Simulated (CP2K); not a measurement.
Runs of CP2K 2026.2 on HfIn4SiO6. The typed cell holds 12 atoms: a = 5.699 Å, b = 6.149 Å, c = 7.308 Å, α = 98.49°, β = 111.85°, γ = 96.55°. The cell was built by a generator and needn't be a form met in nature.

```csv
task,level,potentials or basis,cell,k mesh,k points reduced by the point group,points a segment of the path (NPOINTS),bands added on the path,CUTOFF of the grids,cutoff of the non-local correlation (Ry),gap on the mesh (eV),pressure (GPa),relaxed volume (Å³/atom)
band structure,SCAN,"POTENTIAL_UZH Hf GTH-PBE-q12, In GTH-PBE-q13, Si GTH-PBE-q4, O GTH-PBE-q6; TZVP-MOLOPT-PBE-GTH basis",as given,5 × 5 × 4,yes,8,4,1000 Ry,-,-,-3.2,-
band structure,vdW-DF-cx,"POTENTIAL_UZH Hf GTH-PBE-q12, In GTH-PBE-q13, Si GTH-PBE-q4, O GTH-PBE-q6; TZVP-MOLOPT-PBE-GTH basis",as given,5 × 5 × 4,yes,8,4,1000 Ry,300,-,-2.5,-
relaxation of cell and atoms,LDA,"GTH_POTENTIALS Hf GTH-PADE-q12, In GTH-PADE-q13, Si GTH-PADE-q4, O GTH-PADE-q6; DZVP-MOLOPT-PBE-GTH basis",relaxed,4 × 4 × 3,-,-,-,600 Ry,-,(b),0.0,16.39
relaxation of cell and atoms,RPBE,"POTENTIAL_UZH Hf GTH-PBE-q12, In GTH-PBE-q13, Si GTH-PBE-q4, O GTH-PBE-q6; DZVP-MOLOPT-PBE-GTH basis",relaxed,4 × 4 × 3,-,-,-,600 Ry,-,1.33,0.0,(a)
```

Alike in all rows: no spin polarisation; smearing fermi-dirac 0.05 eV.

Problem. Fill in the values left out.

Solution. (a) 20.23; (b) 0.89.

Caveats: spin-orbit coupling is left out, which moves the levels of the heavy elements; the basis of atomic orbitals isn't converged, which shifts pressures, moduli and gaps; the potentials were made for another functional, which shifts forces and pressure (some runs); an odd mesh through Γ misses points on the zone boundary, where band edges often lie (some runs).

A k mesh can miss the band edges, and the runs leave out spin-orbit coupling on Hf, In.

Runs at the PBE level aren't shown here.
